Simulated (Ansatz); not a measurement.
two structures of Cu, a comparison of enthalpies under pressure

Run with Ansatz's Python interface.

Script `run_transition.py`:
```python
"""Enthalpies of two structures of Cu under pressure."""

import ansatz as az
import numpy as np

SETTINGS = {
    "n_empty": 8,
    "functional": "r2scan",
    "cutoff": 550,
    "kspacing": 0.26,
    "filling": "fermi_dirac",
    "smearing_width": 0.1,
}


def bcc(a_site, a):
    return (
        az.Lattice.bcc(a)
        .space_group(229)
        .atom(a_site, [0, 0, 0])
        .primitive()
    )


def fcc(a_site, a):
    return (
        az.Lattice.fcc(a)
        .space_group(225)
        .atom(a_site, [0, 0, 0])
        .primitive()
    )


def compute(name, crystal, pressure=0.0):
    calc = (
        crystal.calculation()
        .mixing("msr1", preconditioner="local_kerker")
        .scf(extra_bands=SETTINGS["n_empty"])
        .functional(SETTINGS["functional"])
        .basis(SETTINGS["cutoff"])
        .kpoints(spacing=SETTINGS["kspacing"])
        .occupations(SETTINGS["filling"], width=SETTINGS["smearing_width"])
    )
    calc = calc.relax(force_tolerance=0.03, cell=True, pressure=pressure)
    return calc.run()


def volume_per_atom(outcome):
    return abs(np.linalg.det(outcome.lattice.cell_ang)) / len(outcome.lattice.sites)


def main() -> None:
    phases = {}
    phases["bcc"] = bcc("Cu", 2.87)
    phases["fcc"] = fcc("Cu", 3.62)

    # enthalpy per atom at each pressure
    pressures = [0, 5, 10, 20]
    enthalpy, volume = {name: [] for name in phases}, {name: [] for name in phases}
    for p in pressures:
        for name, crystal in phases.items():
            o = compute(name, crystal, pressure=p)
            volume[name].append(volume_per_atom(o))
            enthalpy[name].append(o.report["energy_sigma0_ev"] / len(o.lattice.sites) + p * volume[name][-1] / 160.21766)
    gap = np.array(enthalpy["fcc"]) - np.array(enthalpy["bcc"])
    rows = [(p, va, vb, 1000 * d) for p, va, vb, d in zip(pressures, volume["bcc"], volume["fcc"], gap)]
    print("   P (GPa)  V bcc (A^3/atom)  V fcc (A^3/atom)  H(fcc) - H(bcc) (meV/atom)")
    for row in rows:
        print(f"{row[0]:10d}  {row[1]:16.3f}  {row[2]:16.3f}  {row[3]:+26.1f}")
    crossings = [p0 - g0 * (p1 - p0) / (g1 - g0) for p0, p1, g0, g1 in zip(pressures, pressures[1:], gap, gap[1:]) if g0 * g1 < 0]
    print("crossing near", [round(float(p), 1) for p in crossings], "GPa") if crossings else print("no crossing in this range")


if __name__ == "__main__":
    main()
```

```console
$ python run_transition.py
   P (GPa)  V bcc (A^3/atom)  V fcc (A^3/atom)  H(fcc) - H(bcc) (meV/atom)
         0            11.482            11.440                       -45.6
         5            11.154            11.117                       -46.8
        10            10.874            10.842                       -47.8
        20            10.415            10.390                       -49.5
no crossing in this range
```

What to keep in mind:
- These settings explore the input space; cutoff and mesh may be short of convergence.
- At a fixed pressure a relaxation lowers the enthalpy F + PV, while F alone can rise.
- For the metals among these phases the mesh is modest: differences between phases can be off by up to 40 meV an atom.
- Only these two structures are compared, at zero temperature and with their symmetry kept; either may be hypothetical, and another phase may be lower than both. Differences under about 40 meV an atom lie within the error of mesh and functional.
- The cells are prototypes set up for this calculation and needn't exist.
- Hardware and time: 94 s on 1 thread of Arm Neoverse V1, with other jobs on the host, peak memory 0.36 GiB.
